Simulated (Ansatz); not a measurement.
# BeS+ (doublet): from Hartree-Fock to the top rungs at distance S1–Be2 = 2.891 Å, cc-pVDZ

Aim: climb from Hartree-Fock through coupled cluster and multireference methods for BeS+ (doublet) at one geometry and basis, and see what each rung misses.

Computed with Ansatz 0.2.0, Gaussian basis. Level: cc-pVDZ, core rule «outside noble gas», up to 6 orbitals frozen.

The runs, in order: UHF; CCSD(T) on ROHF; CCSD(T) on UHF; BCCD(T) on ROHF; CISD; CCSDT(Q) on ROHF; CCSDT(Q) on UHF; CASSCF and MRCISD+Q, 3 electrons in 3 orbitals; CASSCF and NEVPT2, 3 electrons in 3 orbitals; Full CI; Full CI in the symmetry of the determinant.

39 further runs of the same task are left out: 22 for a known fault of the program, 12 that didn't finish, 5 set aside as unsound or not needed.

## (1) The geometry

The geometry derives from a PBE0/def2-TZVP stationary point (not a proven minimum). One bond is set to the value named and the two fragments are kept rigid.

2 atoms, charge 1, spin multiplicity 2.

Atoms are counted from 1 here; the program's logs count them from 0.

No contacts short enough for the rule that draws bonds.

## (2) UHF

File in.yaml:

```yaml
crystal:
  periodic: [false, false, false]
  atoms:
    - {symbol: S, position_ang: [0.000000, 0.000000, 0.000000]}
    - {symbol: Be, position_ang: [0.000000, 0.000000, 2.891000]}
basis:
  gaussian: {orbitals: cc-pVDZ}
total_charge: 1
magnetization: {spin_polarized: true, initial_magnetization: 1}
hamiltonian: {xc: hf}
output: {orbitals: {seedname: orbitals}}
```

Launch:

```console
$ ansatz run in.yaml --threads 1 --pin off --events-out ev --progress --plain --max-ram 2393MiB
```

After this run come: CCSD(T) on ROHF; CCSD(T) on UHF; BCCD(T) on ROHF; CISD; CCSDT(Q) on ROHF; CCSDT(Q) on UHF; CASSCF and MRCISD+Q, 3 electrons in 3 orbitals; CASSCF and NEVPT2, 3 electrons in 3 orbitals; Full CI; Full CI in the symmetry of the determinant.

Before running them: what should the planned runs give, taken together? Wanted: FCI from the RHF energy; UMP2 from FCI; UCCSD(T) from FCI; UCCSDT(Q) from FCI; NEVPT2 pair from FCI; MRCISD+Q pair from FCI; T1 diagnostic; effectively unpaired electrons.

**Answer**, as computed:

| quantity | value |
| --- | --- |
| FCI from the ROHF energy | -4.9468 eV |
| UMP2 from FCI | +590.7 meV |
| UCCSD(T) from FCI | -77.2 meV |
| UCCSDT(Q) from FCI | -12.7 meV |
| NEVPT2 pair from FCI | +594.1 meV |
| MRCISD+Q pair from FCI | -21.6 meV |
| levels within 1 kcal/mol (43 meV) | UCCSD, UCCSDT, UCCSDT(Q), MRCISD+Q pair |
| T1 diagnostic | 0.078 |
| effectively unpaired electrons | 3.03 |

UCCSD(T) lands -77.2 meV from the yardstick (1.6 % of the correlation energy). UCCSD, UCCSD(T), UCCSDT(Q), MRCISD+Q pair fall below full CI: unrestricted runs freeze a spin-polarised core, another one than full CI's, and coupled cluster isn't variational. With 3.0 effectively unpaired electrons against 1 the state is strongly multireference. Coupled cluster on one determinant still stays close here. Of the multireference levels listed MRCISD+Q pair comes nearest in total energy (-21.6 meV), which doesn't show that its space is the better one. The lowest state has another symmetry than the determinant, whose own symmetry lies 0.23 eV higher, so single-reference misses include that gap. These misses are within one basis, not against nature; the frozen cores of restricted and unrestricted runs differ, which can shift their rows.

Levels on UHF freeze UHF's core orbitals, full CI those of ROHF, so the U rows can settle a little off it for that reason alone.

With open shells the CI space here admits some triples and quadruples, so it is larger than plain CISD.
